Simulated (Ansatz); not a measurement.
# AlF2H2N + H2: a complex and its separated parts

The complex below is one end of an elementary step. How strongly is it bound against its free parts?

Computed with Ansatz 0.2.0, Gaussian basis. Level: PBE0-D4/def2-TZVP structures, single points in def2-TZVPP, no counterpoise correction.

Levels: SPW92, PBE-D4, BLYP-D4, r2SCAN-D4, B97M-V, PBE0-D4, B3LYP-D4, r2SCAN0-D4, BHLYP-D4, CAM-B3LYP-D4, wB97X-V, wB97M-V, B2PLYP, PBE-QIDH, RPA on PBE, Hartree-Fock, MP2, CCSD, CCSD(T).

Correlated methods freeze the cores. B3LYP uses VWN-RPA correlation. B2PLYP carries no dispersion term here.

95 further runs of the same task are left out: 1 that didn't finish, 94 set aside as unsound or not needed.

### Step 1. The system as given

The complex: 8 atoms, charge 0, spin multiplicity 1.

Atoms are counted from 1 here; the program's logs count them from 0.

Bond lengths: Al1–F3 1.644 Å, Al1–F4 1.644 Å, Al1–N6 1.752 Å, H2–H5 0.755 Å, N6–H7 1.006 Å, N6–H8 1.006 Å. Angles: F3–Al1–F4 118.6°, F3–Al1–N6 120.4°, F4–Al1–N6 120.4°, Al1–N6–H7 124.4°, Al1–N6–H8 124.4°, H7–N6–H8 110.8°.

Geometry (Å):

```xyz
8
charge 0, multiplicity 1
Al   -0.22391   -0.63394    0.26169
H    -1.57189    0.39589   -1.26279
F    -0.17584   -1.86344   -0.82859
F    -1.51959   -0.52419    1.26760
H    -0.99573    0.88007   -1.20009
N     1.17880    0.38517    0.50996
H     2.04744    0.28846    0.01165
H     1.26070    1.07198    1.24057
```

Its parts: AlF2H2N holds atoms 1, 3, 4, 6, 7, 8; H2 holds atoms 2, 5. Each part counts its atoms afresh in its own runs.

### Step 2. Relaxing AlF2H2N alone

relax-a/in.yaml

```yaml
crystal:
  periodic: [false, false, false]
  atoms:
    - {symbol: Al, position_ang: [-0.223907, -0.633937, 0.261691]}
    - {symbol: F, position_ang: [-0.175837, -1.863442, -0.828592]}
    - {symbol: F, position_ang: [-1.519588, -0.524187, 1.267597]}
    - {symbol: N, position_ang: [1.178803, 0.385167, 0.509961]}
    - {symbol: H, position_ang: [2.047443, 0.288456, 0.011645]}
    - {symbol: H, position_ang: [1.260703, 1.071982, 1.240571]}
basis:
  gaussian: {orbitals: def2-TZVP}
hamiltonian: {xc: pbe0, dispersion: d4}
relax: {f_tol: 0.005, max_steps: 200}
```

The run is started by

```bash
ansatz run in.yaml --threads 2 --pin off --events-out ev --progress --plain --max-ram 4352MiB
```

The runs that follow: Relaxing H2 alone; SPW92/def2-TZVPP; PBE-D4/def2-TZVPP; BLYP-D4/def2-TZVPP; r2SCAN-D4/def2-TZVPP; B97M-V/def2-TZVPP; PBE0-D4/def2-TZVPP; B3LYP-D4/def2-TZVPP; r2SCAN0-D4/def2-TZVPP; BHLYP-D4/def2-TZVPP; CAM-B3LYP-D4/def2-TZVPP; wB97X-V/def2-TZVPP; wB97M-V/def2-TZVPP; B2PLYP/def2-TZVPP; PBE-QIDH/def2-TZVPP; RPA on PBE/def2-TZVPP; CCSD(T)/def2-TZVPP; Vibrations of AlF2H2N; Vibrations of H2.

Q: Predict the outcome of this session. Wanted: complex less parts, CCSD(T)/def2-TZVPP; with zero-point energy; largest T1 diagnostic.

The runs gave:

| quantity | value |
| --- | --- |
| complex less parts, CCSD(T)/def2-TZVPP | -8.2 kJ/mol |
| with zero-point energy | +0.7 kJ/mol |
| largest T1 diagnostic | 0.012 |

At CCSD(T) the complex lies 8.2 kJ/mol below its parts. B3LYP-D4 is the best functional here (+0.1 kJ/mol from CCSD(T)); SPW92 is the worst (-17.7 kJ/mol). Mean unsigned error by rung: LDA 17.7, GGA 3.3, meta-GGA 2.5, hybrid 2.8, range-separated hybrid 2.7, double hybrid 2.4 kJ/mol. PBE-D4 gives a relative energy 4.2 kJ/mol too low, an error of 51 % of the reference. No counterpoise was applied, and triple zeta lacks some correlation, so the CCSD(T) reference has a basis error of its own, and close matches with it are partly luck.
